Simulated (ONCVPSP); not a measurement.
# F: the cost of one run

Method: ONCVPSP 4.0.1.1 (patched build), LDA (Perdew-Wang 92), scalar-relativistic.

## Step 1: The design

Typed settings, in words:

```json
{"element": "fluorine (F, Z = 9)", "type": "optimised norm-conserving Vanderbilt (ONCV)", "frozen core": "none", "valence charge": "9", "reference configuration": "1s2 2s2 2p5", "partial waves": "1s+2s: rc 0.40 bohr, ncon 4, nbas 8, qcut 23.9 1/bohr, 2 projectors; 2p: rc 1.00 bohr, ncon 4, nbas 8, qcut 12 1/bohr, 2 projectors, debl 1.3 Ha; d scattering state at 0.12 Ha: rc 0.80 bohr, ncon 4, nbas 9, qcut 13.2 1/bohr, 2 projectors, debl 3 Ha", "local potential": "polynomial inside 0.40 bohr (lpopt 5, dvloc0 0 Ha)", "core correction": "not asked for"}
```

An earlier all-electron run gives the scale for the radii.

All-electron outer shells of the reference configuration (LDA (PZ), scalar-relativistic, ld1.x):

```
shell  level (eV)  outermost node (bohr)  outermost maximum (bohr)
   1s     -658.96                      –                      0.12
   2s      -29.65                   0.24                      0.77
   2p      -11.29                      –                      0.71
```

## Step 2: Generation

F.dat reads:

```
# ATOM AND REFERENCE CONFIGURATION
# atsym  z   nc   nv     iexc    psfile
  F 9.00    0    3  -001012      upf
#
#   n    l    f
    1    0    2.00
    2    0    2.00
    2    1    5.00
#
# PSEUDOPOTENTIAL AND OPTIMIZATION
# lmax
    2
#
#   l,   rc,      ep,       ncon, nbas, qcut
    0    0.40    0.00    4    8   23.90
    1    1.00    0.00    4    8   12.00
    2    0.80    0.12    4    9   13.20
#
# LOCAL POTENTIAL
# lloc, lpopt,  rc(5),   dvloc0
    4    5    0.40    0.00
#
# VANDERBILT-KLEINMAN-BYLANDER PROJECTORs
# l, nproj, debl
    0    2    2.70
    1    2    1.30
    2    2    3.00
#
# MODEL CORE CHARGE
# icmod, fcfact, rcfact
    0    0.00    0.00
#
# LOG DERIVATIVE ANALYSIS
# epsh1, epsh2, depsh
  -12.00    5.00    0.04
#
# OUTPUT GRID
# rlmax, drl
    6.00    0.01
#
# TEST CONFIGURATIONS
# ncnf
    4
# nvcnf
#   n    l    f
    3
    1    0    2.00
    2    0    2.00
    2    1    4.00
#
    3
    1    0    2.00
    2    0    2.00
    2    1    3.00
#
    3
    1    0    2.00
    2    0    2.00
    2    1    2.00
#
    3
    1    0    1.00
    2    0    2.00
    2    1    5.00
#
```

Launch:

```
$ oncvpsp.x < F.dat > F.out
```

**Question.** How long does this run take on 1 thread of Neoverse-N1, shared host?

About 6 s.
